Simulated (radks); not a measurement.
# Valence configurations of W⁺

An exercise on one series of results from a longer session: the logs are not shown, and one member is left open.

Program: radks (a radial shooting solver on a logarithmic mesh, Libxc functionals) version 1. Level of theory: Dirac Kohn-Sham, PBEsol, spin-unpolarised, spherical densities, finite nucleus; open shells fill j = l - 1/2 first. These are calculated values, not measurements, unless marked.

## The system

* element: tungsten (Z = 74)
* charge: +1
* electrons: 73
* configuration: [Xe] 4f14 5d4 6s1
* nuclear rms radius: 5.3658 fm
* others tried: 4f14 5d5; 4f12 5d6 6s1; 4f13 5d6; 4f14 5d3 6s2; 4f13 5d4 6s1 6p1; 4f13 5d5 6s1; 4f13.5 5d4.5 6s1; 4f12 5d7; 4f13.5 5d4 6s1 6p0.5

Set-up of the first run:

Settings of this run:

```text
Z 74
configuration [Xe] 4f14 5d4 6s1
relativity Dirac
functional pbe_sol,pbe_sol
spin unpolarised
j_filling energy
nucleus finite rms 5.3658 fm
c 137.035999084
```

Steps of the session up to this table: [Xe] 4f14 5d4 6s1.

One table of the session follows, with a row left open; its other results are not shown here.

Radial moments (bohr):

```
level     <r>  outermost maximum (interpolated)  90 % within  nodes
5s1/2   1.069                             0.964         1.54      4
5p1/2   1.179                              1.03         1.72      3
5p3/2   1.284                              1.12         1.88      3
4f5/2  0.6033                             0.426         1.00      0
4f7/2  0.6130                             0.431         1.02      0
6s1/2   2.962                              2.57         4.32      5
5d3/2       ?                                 ?            ?      ?
5d5/2   2.012                              1.52         3.19      2
```

**Question.** Estimate the row for 5d3/2.

As computed: <r>: 1.938; outermost maximum (interpolated): 1.47; 90 % within: 3.06; nodes: 2. In the column «<r>» it lies between 5p3/2 (1.284) and 5d5/2 (2.012).
